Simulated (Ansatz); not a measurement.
Working through a single point in a Gaussian basis of BFH5OSi (charge -1), SMILES [BH3-]O[SiH2]F

With Ansatz 0.2.0, Python API.

Notebook, run cell by cell (the value of a cell's last expression is shown):

In [1]:
```python
from pathlib import Path
import json

import ansatz as az
import numpy as np
```

In [2]:
```python
geometry_ang = [
    ("B", [-1.2765, -0.0235, -0.3284]),
    ("O", [-0.0696, 0.7563, -0.684]),
    ("Si", [1.2677, 0.11, 0.1979]),
    ("F", [1.0916, 0.4502, 1.8412]),
    ("H", [-1.5242, 0.0696, 0.8369]),
    ("H", [-2.2048, 0.4201, -0.9283]),
    ("H", [-1.1587, -1.1697, -0.6451]),
    ("H", [2.508, 0.7323, -0.288]),
    ("H", [1.3663, -1.3452, -0.0021]),
]
molecule = az.Crystal.molecule()
for symbol, xyz in geometry_ang:
    molecule = molecule.atom(symbol, xyz)
```

In [3]:
```python
calc = (
    molecule.calculation()
    .basis(gaussian="STO-3G")
    .functional("b3lyp")
    .charge(-1)
    .scf(lower_state_search="off")
    .forces()
    .orbitals()
)
res = calc.run(runs_dir="bfh5osi_runs")
rep = res.report
```

In [4]:
```python
rep["converged"], rep["free_energy_ev"]
```
Out [4]:
```text
(True, -13230.773582938089)
```

In [5]:
```python
type(res).__name__, type(rep).__name__
```
Out [5]:
```text
('RunOutcome', 'dict')
```

In [6]:
```python
for key in ("converged", "free_energy_ev", "reference_energy_ev", "n_frozen", "n_occupied", "n_virtual"):
    print(f"{key:22s} {rep[key]}")
```
```text
converged              True
free_energy_ev         -13230.773582938089
reference_energy_ev    -13230.773582938089
n_frozen               0
n_occupied             [21, 21]
n_virtual              [8, 8]
```

In [7]:
```python
state = rep["mean_field"]["state"]
print(f"mean field: {state['energy']['hartree']:.7f} Ha, <S^2> = {abs(state['spin_squared']):.4f}, stability: {state.get('stability', {}).get('kind')}")

symbols = [site.symbol for site in molecule.cartesian_sites]
print("forces (eV/A)")
for symbol, f in zip(symbols, rep["forces_ev_ang"]):
    print(f"  {symbol:2s} {f[0]:9.4f} {f[1]:9.4f} {f[2]:9.4f}")
```
```text
mean field: -486.2219610 Ha, <S^2> = 0.0000, stability: undecided
forces (eV/A)
  B    -1.3058   -0.4796    0.1243
  O     2.6285    0.2482    0.4922
  Si   -2.0729    0.8167   -0.7169
  F     0.5182   -0.3286   -0.8079
  H    -0.0897   -0.2746    0.1312
  H     0.0128    0.1625   -0.1250
  H    -0.0700   -0.2026    0.2068
  H    -0.0570   -0.1481    0.3034
  H     0.4360    0.2061    0.3919
```

In [8]:
```python
charges = rep["charge_distribution"]
print("dipole moment", round(4.803205 * float(np.linalg.norm(charges["dipole_moment_e_ang"])), 3), "D")
print("Mulliken:", [(s, round(q, 3)) for s, q in zip(symbols, charges["mulliken_charges_e"])])
```
```text
dipole moment 7.12 D
Mulliken: [('B', -0.077), ('O', -0.423), ('Si', 0.719), ('F', -0.274), ('H', -0.188), ('H', -0.181), ('H', -0.189), ('H', -0.203), ('H', -0.185)]
```

In [9]:
```python
lines = Path(rep["orbitals_path"]).read_text().splitlines()
field_of = lambda key: [line.split("=")[1].strip() for line in lines if line.startswith(key)]
orbitals = [(27.211386 * float(e), s, float(n)) for e, s, n in zip(field_of("Ene="), field_of("Spin="), field_of("Occup="))]
homo = max(e for e, _, n in orbitals if n > 0.5)
lumo = min(e for e, _, n in orbitals if n < 0.5)
print(f"HOMO {homo:.3f} eV, LUMO {lumo:.3f} eV, gap {lumo - homo:.3f} eV")
with open("bfh5osi.json", "w") as handle:
    json.dump({k: rep[k] for k in ("free_energy_ev", "reference_energy_ev", "n_occupied", "n_virtual")}, handle, indent=1)
```
```text
HOMO 3.742 eV, LUMO 11.936 eV, gap 8.194 eV
```

`bfh5osi.json`, as written:
```json
{
 "free_energy_ev": -13230.773582938089,
 "reference_energy_ev": -13230.773582938089,
 "n_occupied": [
  21,
  21
 ],
 "n_virtual": [
  8,
  8
 ]
}
```

The settings weren't tested for convergence. The geometry is a force-field or estimated start, not a minimum of this method, and the basis set is short of its limit. An ion's dipole depends on the origin; the program takes it about the centre of nuclear charge. b3lyp holds the VWN-RPA fit, as in Gaussian; the form of ORCA and Turbomole is b3lyp5. Levels such as HOMO and LUMO are orbital energies: with these approximate functionals they aren't the ionisation energy and electron affinity, and their gap isn't the fundamental gap. Anions want diffuse functions, which this basis lacks. The whole script took 1.1 s on 1 thread of Arm Neoverse V2 (shared host), peak memory 0.15 GiB.
